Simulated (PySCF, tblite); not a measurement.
**C₅H₆F₄P₂: infrared bands and NMR shifts**

Wanted: the infrared bands and NMR shifts of C₅H₆F₄P₂ (`FC(=C=PCCP)C(F)(F)F`), by calculation.

The runs use tblite 0.8.0 and PySCF 2.14.0, with density-fitted response routines of our own; the level of theory stands in each step. All values are computed, except where a source is named. Atoms count from 0, in the outputs and in this text.

### Step 1. Starting geometry

17 atoms, charge 0, multiplicity 1; geometry from: GFN2-xTB.

Bonds of the start (Å): F0–C1 1.36, C1–C2 1.30, C2–P3 1.63, P3–C4 1.88, C4–C5 1.52, C5–P6 1.86, C1–C7 1.51, C7–F8 1.34, C7–F9 1.34, C7–F10 1.34, C4–H11 1.09, C4–H12 1.09, C5–H13 1.09, C5–H14 1.09, P6–H15 1.40, P6–H16 1.40.

### Step 2. Infrared spectrum with GFN2-xTB

The job: settings as JSON, then the geometry in Å.

```
{"job": {"kind": "ir", "xc": "GFN2-xTB", "basis": "xTB"}, "charge": 0, "multiplicity": 1}
F     -2.315914     0.703030     2.225686
C     -2.140303     0.030154     1.062256
C     -1.164243    -0.798165     0.834890
P     -0.069531    -1.952195     0.462587
C      1.286286    -0.839073    -0.222254
C      1.983949    -0.075164     0.894192
P      3.294877     1.098582     0.276378
C     -3.195010     0.379534     0.034491
F     -3.238028     1.691514    -0.233609
F     -4.426648     0.018445     0.414771
F     -2.944606    -0.245641    -1.126886
H      2.001803    -1.475020    -0.750140
H      0.841575    -0.152876    -0.946400
H      2.464064    -0.764875     1.595048
H      1.263857     0.517466     1.466159
H      2.493909     1.673438    -0.711815
H      3.856966     0.202875    -0.635805
```

**Question.** This job is followed by: GIAO PBE0/pcSseg-1 NMR shielding, non-relativistic, gas phase. What will the session give for the following? strongest single infrared mode (GFN2-xTB); zero-point energy (GFN2-xTB); 13C shifts against TMS (PBE0/pcSseg-1); 1H shifts against TMS (PBE0/pcSseg-1, means over atoms taken as alike); 19F shifts against CFCl3 (PBE0/pcSseg-1, means over atoms taken as alike); 31P shifts against H3PO4 (PBE0/pcSseg-1).

The runs gave:

```
                                                                 quantity                                value
                                strongest single infrared mode (GFN2-xTB)                1176 cm⁻¹, 312 km/mol
                                             zero-point energy (GFN2-xTB)                        62.0 kcal/mol
                                   13C shifts against TMS (PBE0/pcSseg-1)  257.1, 154.6, 130.2, 44.9, 23.4 ppm
   1H shifts against TMS (PBE0/pcSseg-1, means over atoms taken as alike)                 2.75, 2.37, 1.60 ppm
19F shifts against CFCl3 (PBE0/pcSseg-1, means over atoms taken as alike)                    -81.4, -146.5 ppm
                                 31P shifts against H3PO4 (PBE0/pcSseg-1)                    212.1, -139.5 ppm
```

In words: All 45 modes are real, so the xTB geometry is a minimum. The strongest single mode, at 1176 cm⁻¹, moves mainly C7. GFN2-xTB is a fitted tight-binding method: band positions and strengths are rough. Its intensities can rank the bands wrongly. At PBE0/pcSseg-1: Shielding is most anisotropic at P3 (span 622 ppm, paramagnetic term -862 ppm).
